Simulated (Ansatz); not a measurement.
# TiH₄O₄: one molecule under many settings

How do the results and run time of TiH₄O₄ respond when the settings are drawn wide?

Program: Ansatz 0.2.0, Gaussian basis. Level of theory: the settings change from run to run. These are calculated values, not measurements.

## Step 1: The geometry

The geometry comes from an earlier relaxation with PBE0-D4 in a triple-zeta def2 set; it is a stationary point, not always the lowest conformer.

SMILES `[OH][Ti]([OH])([OH])[OH]`, 9 atoms, charge 0, spin multiplicity 1.

Atoms are counted from 1 here; the program's logs count them from 0.

Bond lengths: O1–Ti2 1.801 Å, O1–H6 0.958 Å, Ti2–O3 1.801 Å, Ti2–O4 1.801 Å, Ti2–O5 1.801 Å, O3–H7 0.958 Å, O4–H8 0.958 Å, O5–H9 0.958 Å. Angles: Ti2–O1–H6 129.5°, O1–Ti2–O3 108.5°, O1–Ti2–O4 110.0°, O1–Ti2–O5 110.0°, O3–Ti2–O4 110.0°, O3–Ti2–O5 109.9°, O4–Ti2–O5 108.5°, Ti2–O3–H7 129.5°, Ti2–O4–H8 129.5°, Ti2–O5–H9 129.5°.

Geometry (Å):

```
O    -0.1059    1.2820   -1.2566
Ti    0.0098   -0.0051   -0.0020
O     1.6553   -0.7333   -0.0796
O    -1.2369   -1.2699   -0.3022
O    -0.2733    0.7009    1.6307
H    -0.7955    1.4432   -1.9017
H     2.2718   -0.9214    0.6290
H    -1.1314   -2.1623   -0.6341
H    -0.3054    1.6198    1.8994
```

## Step 2: SPW92/aug-cc-pVDZ

Options: high accuracy.

in.yaml

```yaml
crystal:
  periodic: [false, false, false]
  atoms:
    - {symbol: O, position_ang: [-0.105913, 1.281958, -1.256616]}
    - {symbol: Ti, position_ang: [0.009770, -0.005117, -0.001978]}
    - {symbol: O, position_ang: [1.655288, -0.733347, -0.079642]}
    - {symbol: O, position_ang: [-1.236863, -1.269943, -0.302221]}
    - {symbol: O, position_ang: [-0.273273, 0.700863, 1.630682]}
    - {symbol: H, position_ang: [-0.795464, 1.443245, -1.901695]}
    - {symbol: H, position_ang: [2.271812, -0.921403, 0.628990]}
    - {symbol: H, position_ang: [-1.131400, -2.162330, -0.634095]}
    - {symbol: H, position_ang: [-0.305358, 1.619776, 1.899375]}
basis:
  gaussian: {orbitals: aug-cc-pVDZ}
hamiltonian: {xc: {name: SPW92}}
accuracy: high
```

Run with:

```console
ansatz run in.yaml --threads 4 --pin off --events-out ev --progress --plain --max-ram 10444MiB
```

The log of the run:

```text
Functional definition: SPW92
  name "SPW92"
  cite "Dirac, Proc. Camb. Phil. Soc. 26, 376 (1930) doi:10.1017/S0305004100016108"
  cite "Slater, Phys. Rev. 81, 385 (1951) doi:10.1103/PhysRev.81.385"
  cite "Perdew & Wang, Phys. Rev. B 45, 13244 (1992) doi:10.1103/PhysRevB.45.13244"
  exchange = slater_x
  correlation = pw_c
3720 factors; integrals over basis functions are off by at most 3.5e-9 eV
mean field evaluation 1: about -31239.1322 eV, gradient 1.2e2 eV
mean field evaluation 2: about -30835.7209 eV, gradient 5.1e2 eV
mean field evaluation 4: about -31255.1582 eV, gradient 6.9e1 eV
mean field evaluation 8: about -31262.9263 eV, gradient 4.9e-1 eV
mean field evaluation 16: about -31262.9268 eV, gradient 8.6e-6 eV
mean field -31262.92676746 eV, -1148.8913679314 hartree, gradient 3.3e-8 eV, S^2 0.000000; 0 other end points of the search recorded, 0 dependent functions left out
reference -31262.92678213 eV, -1148.8913684705 hartree; 29, 29 occupied and 158, 158 virtual orbitals, 3720 factors
Total energy: -31262.92678213 eV, -1148.8913684705 hartree
```

It took 8 s on 4 threads of Arm Neoverse V2, shared host; peak memory 1 GiB.

## Step 3: LC-wPBE/def2-SVPD

Set apart from the defaults: finite nuclei, the search for lower states set to full.

in.yaml, as its differences from that of step 2:

```diff
@@ -13,4 +13,4 @@
 basis:
-  gaussian: {orbitals: aug-cc-pVDZ}
-hamiltonian: {xc: {name: SPW92}}
-accuracy: high
+  gaussian: {orbitals: def2-SVPD, nuclear_model: gaussian}
+hamiltonian: {xc: {name: LC-wPBE}}
+scf: {lower_state_search: full}
```

Same command.

The log of the run (excerpt; [...] marks lines left out):

```text
Functional definition: LC-wPBE
  name "LC-wPBE"
  cite "Vydrov & Scuseria, J. Chem. Phys. 125, 234109 (2006) doi:10.1063/1.2409292"
  cite "Heyd & Scuseria, J. Chem. Phys. 120, 7274 (2004) doi:10.1063/1.1668634"
  cite "Ernzerhof & Perdew, J. Chem. Phys. 109, 3313 (1998) doi:10.1063/1.476928"
  cite "Perdew, Burke & Ernzerhof, Phys. Rev. Lett. 77, 3865 (1996) doi:10.1103/PhysRevLett.77.3865"
  parent pbe
[...]
1372 factors; their error is unknown
583 factors; integrals over basis functions are off by at most 1.3e-5 eV
[...]
mean field -31356.47285374 eV, -1152.3291231941 hartree, gradient 5.7e-5 eV, S^2 0.000000; 3 other end points of the search recorded, 0 dependent functions left out
reference -31356.47285375 eV, -1152.3291231945 hartree; 29, 29 occupied and 129, 129 virtual orbitals, 1372 factors
Total energy: -31356.47285375 eV, -1152.3291231945 hartree
```

Wall time 5 s (4 threads of Arm Neoverse V2, shared host).

## Step 4: PBEsol/def2-mTZVP

Options: high accuracy.

in.yaml, as its differences from that of step 3:

```diff
@@ -13,4 +13,5 @@
 basis:
-  gaussian: {orbitals: def2-SVPD, nuclear_model: gaussian}
-hamiltonian: {xc: {name: LC-wPBE}}
-scf: {lower_state_search: full}
+  gaussian: {orbitals: def2-mTZVP}
+hamiltonian: {xc: {name: PBEsol}}
+accuracy: high
+output: {forces: true}
```

Same command.

The log of the run (excerpt; [...] marks lines left out):

```text
Functional definition: PBEsol
  name "PBEsol"
  cite "Perdew et al., Phys. Rev. Lett. 100, 136406 (2008) doi:10.1103/PhysRevLett.100.136406"
  cite "Perdew, Burke & Ernzerhof, Phys. Rev. Lett. 77, 3865 (1996) doi:10.1103/PhysRevLett.77.3865"
  parent pbesol
[...]
2685 factors; integrals over basis functions are off by at most 4.2e-9 eV
[...]
mean field -31310.46483765 eV, -1150.6383597883 hartree, gradient 4.0e-8 eV, S^2 0.000000; 0 other end points of the search recorded, 0 dependent functions left out
[...]
reference -31310.46484391 eV, -1150.6383600182 hartree; 29, 29 occupied and 112, 112 virtual orbitals, 2685 factors
Total energy: -31310.46484391 eV, -1150.6383600182 hartree
Atom 0 at    -0.105913     1.281958    -1.256616 Å, force     0.667048     0.156269     0.293784 eV/Å
Atom 1 at     0.009770    -0.005117    -0.001978 Å, force    -0.000029    -0.000038    -0.000090 eV/Å
Atom 2 at     1.655288    -0.733347    -0.079642 Å, force    -0.171722     0.024660    -0.724895 eV/Å
Atom 3 at    -1.236863    -1.269943    -0.302221 Å, force    -0.424482     0.545591     0.278996 eV/Å
Atom 4 at    -0.273273     0.700863     1.630682 Å, force    -0.071118    -0.726220     0.151994 eV/Å
Atom 5 at    -0.795464     1.443245    -1.901695 Å, force    -0.632751     0.102078    -0.545591 eV/Å
Atom 6 at     2.271812    -0.921403     0.628990 Å, force     0.505396    -0.148691     0.656393 eV/Å
Atom 7 at    -1.131400    -2.162330    -0.634095 Å, force     0.143824    -0.774132    -0.297479 eV/Å
Atom 8 at    -0.305358     1.619776     1.899375 Å, force    -0.016165     0.820484     0.186888 eV/Å
Dipole moment:     0.000054    -0.000104     0.000057 e Å
```

Wall time 5.5 s (4 threads of Arm Neoverse V2, shared host); peak memory 0.49 GiB.

Largest force 0.842 eV/Å, dipole 0.00 D.

## Step 5: B3LYP5/cc-pVTZ

Options: multiplicity 3.

in.yaml, as its differences from that of step 4:

```diff
@@ -13,5 +13,5 @@
 basis:
-  gaussian: {orbitals: def2-mTZVP}
-hamiltonian: {xc: {name: PBEsol}}
-accuracy: high
+  gaussian: {orbitals: cc-pVTZ}
+magnetization: {spin_polarized: true, initial_magnetization: 2}
+hamiltonian: {xc: {name: B3LYP5}}
 output: {forces: true}
```

The command is unchanged.

The log of the run (excerpt; [...] marks lines left out):

```text
Functional definition: B3LYP5
  name "B3LYP5"
  cite "Stephens, Devlin, Chabalowski & Frisch, J. Phys. Chem. 98, 11623 (1994) doi:10.1021/j100096a001"
  cite "Becke, Phys. Rev. A 38, 3098 (1988) doi:10.1103/PhysRevA.38.3098"
  cite "Lee, Yang & Parr, Phys. Rev. B 37, 785 (1988) doi:10.1103/PhysRevB.37.785"
  cite "Vosko, Wilk & Nusair, Can. J. Phys. 58, 1200 (1980) doi:10.1139/p80-159"
[...]
1487 factors; their error is unknown
[...]
mean field -31367.71797666 eV, -1152.7423738393 hartree, gradient 7.9e-6 eV, S^2 2.009223; 7 other end points of the search recorded, 0 dependent functions left out
[...]
reference -31367.71830533 eV, -1152.7423859178 hartree; 30, 28 occupied and 214, 216 virtual orbitals, 1487 factors
Total energy: -31367.71830533 eV, -1152.7423859178 hartree
Atom 0 at    -0.105913     1.281958    -1.256616 Å, force    -0.312676     2.318012    -2.473518 eV/Å
Atom 1 at     0.009770    -0.005117    -0.001978 Å, force    -0.813810    -0.295149     0.708458 eV/Å
Atom 2 at     1.655288    -0.733347    -0.079642 Å, force     3.155185    -1.280241    -0.001781 eV/Å
Atom 3 at    -1.236863    -1.269943    -0.302221 Å, force    -1.766635    -1.827654    -0.732080 eV/Å
Atom 4 at    -0.273273     0.700863     1.630682 Å, force    -0.131716     1.132903     2.385184 eV/Å
Atom 5 at    -0.795464     1.443245    -1.901695 Å, force    -0.114010     0.234162    -0.183811 eV/Å
Atom 6 at     2.271812    -0.921403     0.628990 Å, force     0.253176    -0.183707     0.062956 eV/Å
Atom 7 at    -1.131400    -2.162330    -0.634095 Å, force    -0.190865    -0.385422    -0.088173 eV/Å
Atom 8 at    -0.305358     1.619776     1.899375 Å, force    -0.078649     0.287096     0.322764 eV/Å
Dipole moment:     0.020975     0.007344    -0.018108 e Å
```

Run time: 62 s. Hardware: 4 threads of Arm Neoverse V2, shared host; peak memory 1.3 GiB.

Largest force 3.405 eV/Å, dipole 0.14 D, ⟨S²⟩ 2.009.

## Step 6: HF/def2-TZVPD

Set apart from the defaults: atoms shaken by 0.15 Å, the search for lower states set to off.

in.yaml

```yaml
crystal:
  periodic: [false, false, false]
  atoms:
    - {symbol: O, position_ang: [-0.262047, 1.303561, -1.186161]}
    - {symbol: Ti, position_ang: [-0.032386, 0.001286, 0.069196]}
    - {symbol: O, position_ang: [1.536367, -0.559142, -0.174764]}
    - {symbol: O, position_ang: [-1.177862, -1.115147, -0.324261]}
    - {symbol: O, position_ang: [-0.530472, 0.815044, 1.770760]}
    - {symbol: H, position_ang: [-0.786285, 1.347790, -1.960788]}
    - {symbol: H, position_ang: [2.338219, -0.951106, 0.460217]}
    - {symbol: H, position_ang: [-1.036357, -2.159639, -0.413546]}
    - {symbol: H, position_ang: [-0.580873, 1.567586, 1.944418]}
basis:
  gaussian: {orbitals: def2-TZVPD}
hamiltonian: {xc: {name: HF}}
scf: {lower_state_search: off}
output: {forces: true}
```

Launched as before.

The log of the run (excerpt; [...] marks lines left out):

```text
Functional definition: HF
  name "HF"
  cite "Fock, Z. Phys. 61, 126 (1930) doi:10.1007/BF01340294"
  parent pbe
[...]
1702 factors; their error is unknown
[...]
mean field -31304.48152950 eV, -1150.4184772696 hartree, gradient 2.9e-6 eV, S^2 0.000000; 0 other end points of the search recorded, 0 dependent functions left out
[...]
reference -31304.48152950 eV, -1150.4184772696 hartree; 29, 29 occupied and 215, 215 virtual orbitals, 1702 factors
Total energy: -31304.48152950 eV, -1150.4184772696 hartree
Atom 0 at    -0.262047     1.303561    -1.186161 Å, force     0.294422    -0.185443     0.367584 eV/Å
Atom 1 at    -0.032386     0.001286     0.069196 Å, force    -1.334843     7.997050     2.721537 eV/Å
Atom 2 at     1.536367    -0.559142    -0.174764 Å, force     8.293216    -3.924032     3.364236 eV/Å
Atom 3 at    -1.177862    -1.115147    -0.324261 Å, force    -3.005233    -9.423777    -1.461911 eV/Å
Atom 4 at    -0.530472     0.815044     1.770760 Å, force     2.097750   -19.071104    -5.935877 eV/Å
Atom 5 at    -0.786285     1.347790    -1.960788 Å, force    -0.117967    -0.001986    -0.066564 eV/Å
Atom 6 at     2.338219    -0.951106     0.460217 Å, force    -4.116894     2.078264    -3.436062 eV/Å
Atom 7 at    -1.036357    -2.159639    -0.413546 Å, force    -0.907749     4.639169     0.259631 eV/Å
Atom 8 at    -0.580873     1.567586     1.944418 Å, force    -1.202702    17.891859     4.187426 eV/Å
Dipole moment:     0.308450    -0.672736    -0.135260 e Å
Checks for a lower state left out: stability, starts, cluster_reference, orbital_swaps, neighbouring_geometries, increment
```

It took 3.1 s on 4 threads of Arm Neoverse V2, shared host; peak memory 0.81 GiB.

Largest force 20.083 eV/Å, dipole 3.61 D.

## Step 7: r2SCAN/def2-TZVPP

This run has coordinates scaled by 1.25, D3(BJ) dispersion, the search for lower states set to light.

in.yaml

```yaml
crystal:
  periodic: [false, false, false]
  atoms:
    - {symbol: O, position_ang: [-0.132391, 1.602447, -1.570769]}
    - {symbol: Ti, position_ang: [0.012212, -0.006397, -0.002472]}
    - {symbol: O, position_ang: [2.069110, -0.916684, -0.099553]}
    - {symbol: O, position_ang: [-1.546079, -1.587429, -0.377777]}
    - {symbol: O, position_ang: [-0.341591, 0.876079, 2.038352]}
    - {symbol: H, position_ang: [-0.994330, 1.804056, -2.377119]}
    - {symbol: H, position_ang: [2.839765, -1.151754, 0.786237]}
    - {symbol: H, position_ang: [-1.414249, -2.702912, -0.792619]}
    - {symbol: H, position_ang: [-0.381697, 2.024719, 2.374218]}
basis:
  gaussian: {orbitals: def2-TZVPP}
hamiltonian: {xc: {name: r2SCAN}, dispersion: d3bj}
scf: {lower_state_search: light}
output: {forces: true}
```

The command is unchanged.

The log of the run (excerpt; [...] marks lines left out):

```text
Warning: the engine holds no damping parameters fitted to this dispersion correction and functional, so the run takes those fitted to r2scan beside the three-body term, which d3bj leaves out (hamiltonian.dispersion, under Limitations)
Functional definition: r2SCAN
  name "r2SCAN"
  cite "Furness, Kaplan, Ning, Perdew & Sun, J. Phys. Chem. Lett. 11, 8208 (2020) doi:10.1021/acs.jpclett.0c02405"
  cite "Furness, Kaplan, Ning, Perdew & Sun, J. Phys. Chem. Lett. 11, 9248 (2020) doi:10.1021/acs.jpclett.0c03077"
  parent r2scan
[...]
1272 factors; their error is unknown
[...]
mean field -31364.86453517 eV, -1152.6375117986 hartree, gradient 2.2e-5 eV, S^2 0.000000; 0 other end points of the search recorded, 0 dependent functions left out
[...]
reference -31364.86455286 eV, -1152.6375124487 hartree; 29, 29 occupied and 215, 215 virtual orbitals, 1272 factors
Total energy: -31364.90400447 eV, -1152.6389622687 hartree
Atom 0 at    -0.132391     1.602447    -1.570769 Å, force    -3.313219    -1.752232    -0.841195 eV/Å
Atom 1 at     0.012212    -0.006397    -0.002472 Å, force     0.000441    -0.000300     0.000178 eV/Å
Atom 2 at     2.069110    -0.916684    -0.099553 Å, force    -0.092877     0.507527     3.807428 eV/Å
Atom 3 at    -1.546079    -1.587429    -0.377777 Å, force     3.034497    -2.087881    -1.087567 eV/Å
Atom 4 at    -0.341591     0.876079     2.038352 Å, force     0.373037     3.331556    -1.876722 eV/Å
Atom 5 at    -0.994330     1.804056    -2.377119 Å, force     3.867167    -1.342525     4.009253 eV/Å
Atom 6 at     2.839765    -1.151754     0.786237 Å, force    -3.987099     1.299158    -3.904568 eV/Å
Atom 7 at    -1.414249    -2.702912    -0.792619 Å, force    -0.153236     5.386083     1.949040 eV/Å
Atom 8 at    -0.381697     2.024719     2.374218 Å, force     0.271289    -5.341386    -2.055846 eV/Å
Dipole moment:     0.000051    -0.000112     0.000052 e Å
```

Run time: 4.9 s. Hardware: 4 threads of Arm Neoverse V2, shared host.

Largest force 5.730 eV/Å, dipole 0.00 D.

## Step 8: rPW86-PBE/ANO-RCC-VTZP

This run has D3(BJ) dispersion, high accuracy.

in.yaml

```yaml
crystal:
  periodic: [false, false, false]
  atoms:
    - {symbol: O, position_ang: [-0.105913, 1.281958, -1.256616]}
    - {symbol: Ti, position_ang: [0.009770, -0.005117, -0.001978]}
    - {symbol: O, position_ang: [1.655288, -0.733347, -0.079642]}
    - {symbol: O, position_ang: [-1.236863, -1.269943, -0.302221]}
    - {symbol: O, position_ang: [-0.273273, 0.700863, 1.630682]}
    - {symbol: H, position_ang: [-0.795464, 1.443245, -1.901695]}
    - {symbol: H, position_ang: [2.271812, -0.921403, 0.628990]}
    - {symbol: H, position_ang: [-1.131400, -2.162330, -0.634095]}
    - {symbol: H, position_ang: [-0.305358, 1.619776, 1.899375]}
basis:
  gaussian: {orbitals: ANO-RCC-VTZP}
hamiltonian: {xc: {name: rPW86-PBE}, dispersion: d3bj}
accuracy: high
output: {forces: true}
```

Launched as before.

The log of the run (excerpt; [...] marks lines left out):

```text
Functional definition: rPW86-PBE
  name "rPW86-PBE"
  cite "Murray, Lee & Langreth, J. Chem. Theory Comput. 5, 2754 (2009) doi:10.1021/ct900365q"
  cite "Perdew, Burke & Ernzerhof, Phys. Rev. Lett. 77, 3865 (1996) doi:10.1103/PhysRevLett.77.3865"
  parent pbe
[...]
4631 factors; integrals over basis functions are off by at most 3.5e-9 eV
[...]
mean field -31535.07330060 eV, -1158.8925685567 hartree, gradient 3.7e-8 eV, S^2 0.000000; 0 other end points of the search recorded, 0 dependent functions left out
[...]
reference -31535.07332477 eV, -1158.8925694449 hartree; 29, 29 occupied and 206, 206 virtual orbitals, 4631 factors
Total energy: -31535.22922950 eV, -1158.8982988380 hartree
Relativity: scalar
Atom 0 at    -0.105913     1.281958    -1.256616 Å, force     0.260386     0.515730    -0.326058 eV/Å
Atom 1 at     0.009770    -0.005117    -0.001978 Å, force    -0.000082     0.000003    -0.000099 eV/Å
Atom 2 at     1.655288    -0.733347    -0.079642 Å, force     0.514386    -0.232771    -0.348529 eV/Å
Atom 3 at    -1.236863    -1.269943    -0.302221 Å, force    -0.627291    -0.213671     0.031501 eV/Å
Atom 4 at    -0.273273     0.700863     1.630682 Å, force    -0.147549    -0.069194     0.643090 eV/Å
Atom 5 at    -0.795464     1.443245    -1.901695 Å, force    -0.305172     0.107997    -0.313206 eV/Å
Atom 6 at     2.271812    -0.921403     0.628990 Å, force     0.312584    -0.105351     0.306718 eV/Å
Atom 7 at    -1.131400    -2.162330    -0.634095 Å, force     0.011074    -0.422298    -0.156235 eV/Å
Atom 8 at    -0.305358     1.619776     1.899375 Å, force    -0.018337     0.419554     0.162818 eV/Å
Dipole moment:     0.000053    -0.000105     0.000054 e Å
```

It took 3.2 min on 4 threads of Arm Neoverse V2, shared host; peak memory 2.1 GiB.

Largest force 0.664 eV/Å, dipole 0.00 D.

## Step 9: wB97X/def2-SVPD

This run has charge +1, multiplicity 2, atoms shaken by 0.15 Å, the search for lower states set to light.

in.yaml

```yaml
crystal:
  periodic: [false, false, false]
  atoms:
    - {symbol: O, position_ang: [-0.016976, 1.227757, -1.076871]}
    - {symbol: Ti, position_ang: [0.130892, -0.177111, -0.047770]}
    - {symbol: O, position_ang: [1.273388, -0.769014, -0.043855]}
    - {symbol: O, position_ang: [-1.029183, -1.398080, 0.075706]}
    - {symbol: O, position_ang: [-0.042375, 0.631368, 1.447335]}
    - {symbol: H, position_ang: [-0.741534, 1.624683, -1.686920]}
    - {symbol: H, position_ang: [2.275521, -0.839024, 0.478793]}
    - {symbol: H, position_ang: [-1.233591, -2.233762, -0.397951]}
    - {symbol: H, position_ang: [-0.278953, 1.730008, 1.900420]}
basis:
  gaussian: {orbitals: def2-SVPD}
total_charge: 1
magnetization: {spin_polarized: true, initial_magnetization: 1}
hamiltonian: {xc: {name: wB97X}}
scf: {lower_state_search: light}
output: {forces: true}
```

Launched as before.

The log of the run (excerpt; [...] marks lines left out):

```text
Functional definition: wB97X
  name "wB97X"
  cite "Chai & Head-Gordon, J. Chem. Phys. 128, 084106 (2008) doi:10.1063/1.2834918"
  cite "Becke, J. Chem. Phys. 107, 8554 (1997) doi:10.1063/1.475007"
[...]
  # The coefficients of nought are those of the uniform gas.
[...]
      + exact_x_lr(omega)
[...]
      + integral(e_c_pw_opposite_spin*poly(b97_u_opposite, 1, cos1, cos2, cos3, cos4))
1558 factors; integrals over basis functions are off by at most 1.2e-3 eV
466 factors; integrals over basis functions are off by at most 7.9e-6 eV
[...]
mean field -31342.73738742 eV, -1151.8243541174 hartree, gradient 1.5e-6 eV, S^2 0.772568; 6 other end points of the search recorded, 0 dependent functions left out
[...]
reference -31342.73733859 eV, -1151.8243523226 hartree; 29, 28 occupied and 129, 130 virtual orbitals, 1558 factors
Total energy: -31342.73733859 eV, -1151.8243523226 hartree
Atom 0 at    -0.016976     1.227757    -1.076871 Å, force    -2.041170     4.947975    -4.311049 eV/Å
Atom 1 at     0.130892    -0.177111    -0.047770 Å, force   -38.852935    16.177891    -2.035857 eV/Å
Atom 2 at     1.273388    -0.769014    -0.043855 Å, force    46.180839   -20.679428     2.328346 eV/Å
Atom 3 at    -1.029183    -1.398080     0.075706 Å, force    -3.553031    -4.218196    -1.348246 eV/Å
Atom 4 at    -0.042375     0.631368     1.447335 Å, force    -1.522031     9.490854     6.839369 eV/Å
Atom 5 at    -0.741534     1.624683    -1.686920 Å, force     1.843781    -0.703485     1.514892 eV/Å
Atom 6 at     2.275521    -0.839024     0.478793 Å, force    -3.249625    -0.253821    -2.239163 eV/Å
Atom 7 at    -1.233591    -2.233762    -0.397951 Å, force     0.084227     0.618071     0.935352 eV/Å
Atom 8 at    -0.278953     1.730008     1.900420 Å, force     1.109945    -5.379860    -1.683646 eV/Å
Dipole moment:     0.513793     0.309498     0.044949 e Å
```

Run time: 44 s. Hardware: 4 threads of Arm Neoverse V2, shared host; peak memory 0.88 GiB.

Largest force 50.653 eV/Å, ⟨S²⟩ 0.773.

## Step 10: All runs side by side

| level | charge | multiplicity | geometry | functions | energy (eV) | time |
| --- | --- | --- | --- | --- | --- | --- |
| SPW92/aug-cc-pVDZ | 0 | 1 | relaxed | 187 | -31262.927 | 8 s |
| LC-wPBE/def2-SVPD | 0 | 1 | relaxed | 158 | -31356.473 | 5 s |
| PBEsol/def2-mTZVP | 0 | 1 | relaxed | 141 | -31310.465 | 5.5 s |
| B3LYP5/cc-pVTZ | 0 | 3 | relaxed | 244 | -31367.718 | 62 s |
| HF/def2-TZVPD | 0 | 1 | shaken | 244 | -31304.482 | 3.1 s |
| r2SCAN/def2-TZVPP | 0 | 1 | scaled | 244 | -31364.904 | 4.9 s |
| rPW86-PBE/ANO-RCC-VTZP | 0 | 1 | relaxed | 235 | -31535.229 | 3.2 min |
| wB97X/def2-SVPD | 1 | 2 | shaken | 158 | -31342.737 | 44 s |

## Step 11: Summary of results

| quantity | value |
| --- | --- |
| runs | 8 |
| quickest | HF/def2-TZVPD, 3.1 s |
| slowest | rPW86-PBE/ANO-RCC-VTZP, 3.2 min |
| spread of total energies, same state and geometry | 272.3 eV |
| dipole, same state and geometry | 0.00 to 0.00 D |

In words: rPW86-PBE/ANO-RCC-VTZP took 62 times as long as HF/def2-TZVPD. The jobs differ in tasks and options as well as level. The totals spread over 272 eV; they can't be compared across methods or bases. Some of these runs are scalar-relativistic and others not, which shifts the totals of all-electron atoms past neon by eV; core potentials, where a basis has them, take the core out of the total altogether. At the PBE0-D4/def2-TZVP geometry and in the same state, runs without warnings or point charges leave forces up to 0.84 eV/Å (PBEsol/def2-mTZVP), against 20.1 eV/Å where the atoms were moved.
